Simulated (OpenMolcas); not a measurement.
# singlet GaHClO−: levels of theory compared

Wanted: a comparison of 6 runs (HF/3-21G, B3LYP/6-31G*, B3LYP/def2-SVPD, M06-L/def2-SVPD, PBE/def2-SVPD, SVWN5/def2-SVPD) of singlet GaHClO−. 

Program for the calculation: OpenMolcas 26.06.

1 further run of the same task is left out (it didn't finish).

**1. Starting point**

GaHClO− has 4 atoms, charge -1, and is taken as a singlet. As SMILES of the parent species, `[O][GaH][Cl]`. The coordinates come from a PBE0-D4/def2-TZVP relaxation. That shape belongs to the parent species and isn't relaxed for this state.

Bond lengths: O1–Ga2 1.796 Å, Ga2–Cl3 2.128 Å, Ga2–H4 1.543 Å. Angles: O1–Ga2–Cl3 112.7°, O1–Ga2–H4 122.7°, Cl3–Ga2–H4 124.6°.

**2. A single-point energy at HF/3-21G (run 1)**

Contents of input.xyz:

```xyz
4

O     -1.739800    -0.117700    -0.212200
Ga     0.030900     0.144300    -0.061200
Cl     1.050700    -1.557300     0.708800
H      0.713700     1.470500    -0.455700
```

Contents of mol.input:

```
&gateway
 baslib=$CurrDir
 coord=input.xyz
 basis=3-21G
 group=NoSym

&seward

&scf
 charge=-1
 thresholds=1e-10 1e-07 1e-07 1e-05
 prorbitals=1 1
```

The basis set 3-21G is read from a file made from the Basis Set Exchange's data (not shown).

Launch:

```console
export MOLCAS_MEM=1860
pymolcas mol.input > mol.log
```

Output:

```text
--- Start Module: gateway ---
[...]
--- Stop Module: gateway /rc=_RC_ALL_IS_WELL_ ---
--- Start Module: seward ---
[...]
      Basis functions           46
--- Stop Module: seward /rc=_RC_ALL_IS_WELL_ ---
[...]
--- Start Module: scf ---
[...]
       Convergence after  19 Iterations
[...]
::    Total SCF energy                              -2446.2126807130
[...]
      Total spin, S                                     0.0000000000
[...]
      Total electronic charge=   58.000000
      Total            charge=   -1.000000
[...]
      Dipole Moment (debye):
      Origin of the operator (angstrom)=    0.0973   -0.3715    0.1383
                   X=  4.1143E+00               Y=  1.2069E+00               Z=  1.3126E-01           Total=  4.2897E+00
      Center of Charge (angstrom)
[...]
--- Stop Module: scf /rc=_RC_ALL_IS_WELL_ ---
[...]
```

Run time: 5.7 s. Hardware: 1 thread of Intel Xeon at 2.50GHz (Skylake/Cascade Lake), shared host; peak memory 0.38 GiB.

**3. The energy at B3LYP/6-31G(d) (Cartesian functions) (run 2)**

Contents of coord.xyz:

```xyz
4

O     -1.739800    -0.117700    -0.212200
Ga     0.030900     0.144300    -0.061200
Cl     1.050700    -1.557300     0.708800
H      0.713700     1.470500    -0.455700
```

Contents of test.inp:

```
>>> EXPORT MOLCAS_PRINT=2
&GATEWAY
BasLib=$CurrDir
Coord=coord.xyz
Basis=6-31Gs
Group=NoSym
&SEWARD
GridInput
Grid=UltraFine
End of Grid
&SCF
Charge=-1
KSDFT=B3LYP
Thresholds=1e-10 1e-07 1e-07 1e-05
PrOrbitals=1 1
```

The basis set 6-31G* is read from a file made from the Basis Set Exchange's data (not shown).

Launch:

```console
export MOLCAS_MEM=1860
pymolcas test.inp > test.log
```

Output:

```text
--- Start Module: gateway ---
[...]
--- Stop Module: gateway /rc=_RC_ALL_IS_WELL_ ---
--- Start Module: seward ---
[...]
      Basis functions           71
--- Stop Module: seward /rc=_RC_ALL_IS_WELL_ ---
[...]
--- Start Module: scf ---
[...]
       Convergence after  20 Iterations
[...]
::    Total KS-DFT energy                           -2460.7245786327
[...]
      Total spin, S                                     0.0000000000
[...]
      Total electronic charge=   58.000000
      Total            charge=   -1.000000
[...]
      Dipole Moment (debye):
      Origin of the operator (angstrom)=    0.0973   -0.3715    0.1383
                   X=  4.0131E+00               Y=  4.7884E-01               Z=  3.8509E-01           Total=  4.0599E+00
      Center of Charge (angstrom)
[...]
--- Stop Module: scf /rc=_RC_ALL_IS_WELL_ ---
[...]
```

Run time: 34 s. Hardware: 1 thread of Intel Xeon at 2.50GHz (Skylake/Cascade Lake), shared host; peak memory 0.42 GiB.

Run 3 isn't shown in full; the table further down has it.

**4. The energy at M06-L/def2-SVPD (run 4)**

Contents of test.input:

```
&GATEWAY
 BasLib
 $CurrDir
 BasisSet
 O.def2-SVPD....
 O1 -1.739800 -0.117700 -0.212200 angstrom
 End of Basis
 BasisSet
 Ga.def2-SVPD....
 Ga2 0.030900 0.144300 -0.061200 angstrom
 End of Basis
 BasisSet
 Cl.def2-SVPD....
 Cl3 1.050700 -1.557300 0.708800 angstrom
 End of Basis
 BasisSet
 H.def2-SVPD....
 H4 0.713700 1.470500 -0.455700 angstrom
 End of Basis

&SEWARD
 GridInput
 Grid=UltraFine
 End of Grid

&SCF
 Charge
 -1
 KSDFT
 M06L
 Thresholds
 1e-10 1e-07 1e-07 1e-05
 PrOrbitals
 0
```

The basis set def2-SVPD is read from a file made from the Basis Set Exchange's data (not shown).

Launch:

```console
export MOLCAS_MEM=1860
pymolcas test.input > test.log
```

Output:

```text
--- Start Module: gateway ---
[...]
--- Stop Module: gateway /rc=_RC_ALL_IS_WELL_ ---
--- Start Module: seward ---
[...]
      Basis functions           96
--- Stop Module: seward /rc=_RC_ALL_IS_WELL_ ---
[...]
--- Start Module: scf ---
[...]
       Convergence after  29 Iterations
[...]
::    Total KS-DFT energy                           -2460.4649339571
[...]
      Total spin, S                                     0.0000000000
[...]
      Total electronic charge=   58.000000
      Total            charge=   -1.000000
[...]
      Dipole Moment (debye):
      Origin of the operator (angstrom)=    0.0973   -0.3715    0.1383
                   X=  4.7476E+00               Y=  5.5681E-01               Z=  4.5918E-01           Total=  4.8022E+00
      Center of Charge (angstrom)
[...]
--- Stop Module: scf /rc=_RC_ALL_IS_WELL_ ---
[...]
```

Run time: 1.7 min. Hardware: 1 thread of Intel Xeon at 2.50GHz (Skylake/Cascade Lake), shared host; peak memory 0.53 GiB.

Run 5 isn't shown in full; the table further down has it.

**5. The energy at SVWN5/def2-SVPD (run 6)**

Contents of calc.input:

```
&GATEWAY
BasLib
$CurrDir
Coord
4
angstrom
O       -1.739800      -0.117700      -0.212200
Ga       0.030900       0.144300      -0.061200
Cl       1.050700      -1.557300       0.708800
H        0.713700       1.470500      -0.455700
Basis
def2-SVPD
Group
NoSym
&SEWARD
GridInput
Grid=UltraFine
End of Grid
&SCF
Charge
-1
KSDFT
SVWN5
Thresholds
1e-10 1e-07 1e-07 1e-05
PrOrbitals
1 1
```

The basis set def2-SVPD is read from a file made from the Basis Set Exchange's data (not shown).

Launch:

```console
export MOLCAS_MEM=1860
pymolcas calc.input > calc.log
```

Output:

```text
--- Start Module: gateway ---
[...]
--- Stop Module: gateway /rc=_RC_ALL_IS_WELL_ ---
--- Start Module: seward ---
[...]
      Basis functions           96
--- Stop Module: seward /rc=_RC_ALL_IS_WELL_ ---
[...]
--- Start Module: scf ---
[...]
       Convergence after  29 Iterations
[...]
::    Total KS-DFT energy                           -2455.5042212700
[...]
      Total spin, S                                     0.0000000000
[...]
      Total electronic charge=   58.000000
      Total            charge=   -1.000000
[...]
      Dipole Moment (debye):
      Origin of the operator (angstrom)=    0.0973   -0.3715    0.1383
                   X=  4.6469E+00               Y=  5.7801E-01               Z=  4.3717E-01           Total=  4.7030E+00
      Center of Charge (angstrom)
[...]
--- Stop Module: scf /rc=_RC_ALL_IS_WELL_ ---
[...]
```

Wall time 59 s (1 thread of Intel Xeon at 2.50GHz (Skylake/Cascade Lake), shared host); peak memory 0.53 GiB.

**6. All runs side by side**

```csv
run,level,Cartesian functions,integration grid,energy (Eh),HOMO energy (eV),LUMO energy (eV),HOMO–LUMO gap (eV),wall time
1,HF/3-21G,no,–,-2446.212681,-3.17,7.40,10.58,5.7 s
2,B3LYP/6-31G* (Cartesian functions),yes,UltraFine,-2460.724579,-0.20,4.28,4.48,34 s
3,B3LYP/def2-SVPD,no,UltraFine,-2460.599052,-0.73,3.59,4.32,67 s
4,M06-L/def2-SVPD,no,UltraFine,-2460.464934,0.59,3.89,3.30,1.7 min
5,PBE/def2-SVPD,no,UltraFine,-2459.980575,0.42,3.26,2.84,76 s
6,SVWN5/def2-SVPD,no,UltraFine,-2455.504221,0.20,3.02,2.82,59 s
```

**7. Outcome**

| quantity | value |
| --- | --- |
| run 6: total energy | -2455.50422 Eh |
| run 6: HOMO energy | 0.20 eV |
| run 6: LUMO energy | 3.02 eV |
| run 6: HOMO–LUMO gap (to an unbound level, set by the basis) | 2.82 eV |

**Reading.** The HOMO–LUMO gap runs from 2.82 eV (SVWN5/def2-SVPD) to 10.58 eV (HF/3-21G). The two ends differ in method and basis. The empty levels of an anion lie above zero and hang on the basis. Totals of different functionals can't be ranked against each other. In runs 4, 5, 6 the HOMO lies above zero, so the outermost electron may be held by the basis alone. All runs together took 5.7 min, the longest 1.7 min.
